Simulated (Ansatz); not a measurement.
# MgSe+ (quartet): wave-function methods side by side, cc-pVDZ

One table from this session's results is given with a row withheld; the runs are named, their logs left out.

Program: Ansatz 0.2.0, Gaussian basis. Level of theory: cc-pVDZ, core rule «outside noble gas», up to 19 orbitals frozen. These are calculated values, not measurements.

Plan: UHF; CCSD(T) on ROHF; CCSD(T) on UHF; BCCD(T) on ROHF; CISD; CCSDT(Q) on ROHF; CCSDT(Q) on UHF; Full CI.

16 further runs of the same task are left out: 8 for a known fault of the program, 3 that didn't finish, 5 set aside as unsound or not needed.

## The geometry

The geometry is a PBE0/def2-TZVP stationary point (not a proven minimum). No spin-orbit coupling is included. The filled d shell of Se may be among the frozen orbitals whatever the setting's name suggests; the logs give the count.

2 atoms, charge 1, spin multiplicity 4.

Atoms are counted from 1 here; the program's logs count them from 0.

Bond lengths: Se1–Mg2 2.864 Å.

Set-up of the first run:

The input, in.yaml:

```yaml
crystal:
  periodic: [false, false, false]
  atoms:
    - {symbol: Se, position_ang: [0.000000, 0.000000, 0.000000]}
    - {symbol: Mg, position_ang: [0.000000, 0.000000, 2.864300]}
basis:
  gaussian: {orbitals: cc-pVDZ}
total_charge: 1
magnetization: {spin_polarized: true, initial_magnetization: 3}
hamiltonian: {xc: hf}
output: {orbitals: {seedname: orbitals}}
```

Command:

```bash
> ansatz run in.yaml --threads 1 --pin off --events-out ev --progress --plain --max-ram 2393MiB
```

Among the steps run: UHF; CCSD(T) on ROHF; CCSD(T) on UHF; BCCD(T) on ROHF; CISD; CCSDT(Q) on ROHF; CCSDT(Q) on UHF; Full CI.

One table of the session follows, with a row left open; its other results are not shown here.

| method | from FCI (kJ/mol) |
| --- | --- |
| ROHF | +265.2 |
| UHF | +252.8 |
| RMP2 | +51.4 |
| UMP2 | +51.5 |
| CISD | +12.5 |
| RCCSD | +6.0 |
| UCCSD | +4.7 |
| RCCSD(T) | +1.5 |
| UCCSD(T) | ? |
| BCCD(T) | +1.4 |
| RCCSDT | +0.4 |
| UCCSDT | -0.6 |
| RCCSDT(Q) | 0.0 |
| UCCSDT(Q) | -0.9 |
| FCI | 0 |

Estimate the missing values for UCCSD(T).

As computed: from FCI (kJ/mol): +0.5. In the column «from FCI (kJ/mol)» it lies between RCCSDT (+0.4) and BCCD(T) (+1.4).

To keep in mind: UCCSDT, UCCSDT(Q) fall below full CI: unrestricted runs freeze a spin-polarised core, another one than full CI's, and coupled cluster isn't variational. Levels on UHF freeze UHF's core orbitals, full CI those of ROHF, so the U rows can settle a little off it for that reason alone. Restricted and unrestricted rows rest on different reference determinants; where their highest levels disagree by more than a few hundredths of an eV, they describe different states and don't form one ladder.
